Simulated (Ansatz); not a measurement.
**MnAu: a hydrostatic pressure series**

The task here is to estimate one member of a computed series from the others.

Computed with Ansatz 0.2.0 (DFT PBEsol, scalar-relativistic, plane waves, PAW, unless a step's input says otherwise).

1 further run of the same task is left out (set aside as unsound or not needed).

**The structure to begin with**

It takes space group Pm-3m (No. 221, cubic). Conventional cell: a = 3.156 Å, b = 3.156 Å, c = 3.156 Å, α = 90.00°, β = 90.00°, γ = 90.00°. Mn (site symmetry m-3m) has 8 Au at 2.73 Å as nearest neighbours. Au (site symmetry m-3m) is surrounded by 8 Mn at 2.73 Å.

As a file:

```
Mn Au
1.0
     3.15588    0.00000    0.00000
     0.00000    3.15588    0.00000
     0.00000    0.00000    3.15588
Mn Au
1 1
Direct
  0.50000 0.50000 0.50000
  0.00000 0.00000 0.00000
```

It goes back to an entry of the Materials Project, which need not be the stable form.

It is the result of an earlier relaxation at this level (volume 15.72 Å³/atom; gap on the mesh: none (metal), site moments up to 3.8 μB).

The first run:

input.yaml

```yaml
crystal:
  lattice:
    - [3.1657890781, 0.0, 0.0]
    - [0.0, 3.1657890781, 0.0]
    - [0.0, 0.0, 3.1657890781]
  atoms:
    - { symbol: Mn, position: [0.5, 0.5, 0.5], spin: 4.19 }
    - { symbol: Au, position: [0.0, 0.0, 0.0], spin: 0.12 }
basis:
  ecutwfc: 420
kpoints:
  mp_grid: { grid: [14, 14, 14] }
hamiltonian:
  xc: pbesol
scf:
  occupations: { method: gaussian, width: 0.1 }
output:
  forces: true
  stress: true
  eigenvalues: true
  populations: true
magnetization:
  spin_polarized: true
relax:
  adjacent_minimum: "off"
  f_tol: 0.008
  max_steps: 50
  cell: { stress_tol: 0.08, p_target: -1.0 }
```

Among the steps run: -1 GPa; Relaxing at 1 GPa; Target pressure 4 GPa; 12 GPa; 25 GPa; Relaxing at 50 GPa; 90 GPa.

One of the session's tables, all rows but one given; the rest of the session is left out.

Lengths are those of the vectors of the cell that was run:

| P (GPa) | V (Å³/atom) | a (Å) | b (Å) | c (Å) | ΔH (eV/atom) |
| --- | --- | --- | --- | --- | --- |
| -1 | 15.83 | 3.163 | 3.163 | 3.163 | -0.098 |
| 0 | 15.72 | 3.156 | 3.156 | 3.156 | 0.000 |
| 1 | 15.60 | 3.148 | 3.148 | 3.148 | 0.098 |
| 4 | 15.28 | 3.127 | 3.127 | 3.127 | 0.387 |
| 12 | 14.61 | 3.080 | 3.080 | 3.080 | 1.133 |
| 25 | 13.75 | 3.018 | 3.018 | 3.018 | 2.282 |
| 50 | ? | ? | ? | ? | ? |
| 90 | 11.47 | 2.842 | 2.842 | 2.842 | 7.335 |

Estimate the missing values for P (GPa) = 50.

Worked estimate for «V (Å³/atom)». A straight line through the neighbours (25, 13.75) and (90, 11.47) gives 13.75 + (11.47 − 13.75) × (50 − 25) / (90 − 25) = 12.87; a parabola fitted to 3 rows on both sides gives 12.47.

**Answer.** V (Å³/atom): 12.65; a (Å): 2.936; b (Å): 2.936; c (Å): 2.936; ΔH (eV/atom): 4.335. In «V (Å³/atom)» the line misses by +0.22 and the parabola by -0.18.

ΔH is E + PV over the energy at zero pressure; a, b and c are the vectors of the computed cell. 

To keep in mind: Other structures may take over in this range; these runs cannot find them.
